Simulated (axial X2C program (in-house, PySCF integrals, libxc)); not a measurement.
# BrB⁻: properties at the nuclei

Aim: properties at the nuclei of BrB⁻, with spin–orbit coupling in the Hamiltonian from the start.

Computed with an in-house X2C program for linear molecules on PySCF integrals. Level: two-component X2C with atomic mean-field terms, Br dyall-acv3z, B dyall-av3z.

All values are calculated.

## Step 1: The job

Input file task.json:

```json
{"zs": [35, 5], "q": -1, "bas": ["dyall-acv3z", "dyall-av3z"], "r0": 1.99, "levels": ["PBE0", "HF", "BHandHLYP", "B3LYP", "PBE50"], "nst": 3}
```

Keys: zs atomic numbers; q charge; bas basis sets; r0 starting distance in Å; levels methods (HF also brings MP2); nst determinants followed.

On the command line:

```console
$ python soeom.py task.json out
```

The runs that follow: Expectation values, lowest determinant; Expectation values, a higher determinant.

Q: Predict the outcome of this session. Wanted: lowest determinant; Eeff magnitude; Ws magnitude Br; A∥/gI Br; qzz Br; higher determinant (for each run or level that gives them).

**Answer**, as computed:

| quantity | value |
| --- | --- |
| lowest determinant | Ω = 1/2 (excess of +ω over −ω: ω = 1/2) |
| Eeff magnitude (GV/cm), PBE0 | 0.005 |
| Ws magnitude Br (kHz), PBE0 | 0.0259 |
| A∥/gI Br (MHz), PBE0 | 246 |
| qzz Br (a.u.), PBE0 | 2.55 |
| higher determinant | Ω = 3/2 (excess of +ω over −ω: ω = 3/2) |
| Eeff magnitude (GV/cm), PBE0, higher determinant | 0.00955 |
| Ws magnitude Br (kHz), PBE0, higher determinant | 0.0101 |
| A∥/gI Br (MHz), PBE0, higher determinant | 66.8 |
| qzz Br (a.u.), PBE0, higher determinant | 2.56 |

**Reading.** In the first state, the effective field runs from 0.00482 to 0.0747 GV/cm over the mean-field levels, so the levels don't agree on it. The expectation values come from single determinants, which for open shells can mix terms of unlike spin or miss the lowest Ω, so a determinant need not be a state. Eeff is the effective electric field on the electron dipole moment in this Ω state and Ws the scalar–pseudoscalar constant (defined with the proton number Z and per Ω); A∥ is the parallel hyperfine constant, which follows by multiplying with the nuclear g factor gI = μI/(I μN); qzz is the electric field gradient, eQq0 = 234.96 MHz × Q/barn × qzz. The operators were transformed with the bare-nucleus X2C matrices. A second determinant lies within 0.1 eV of the first.
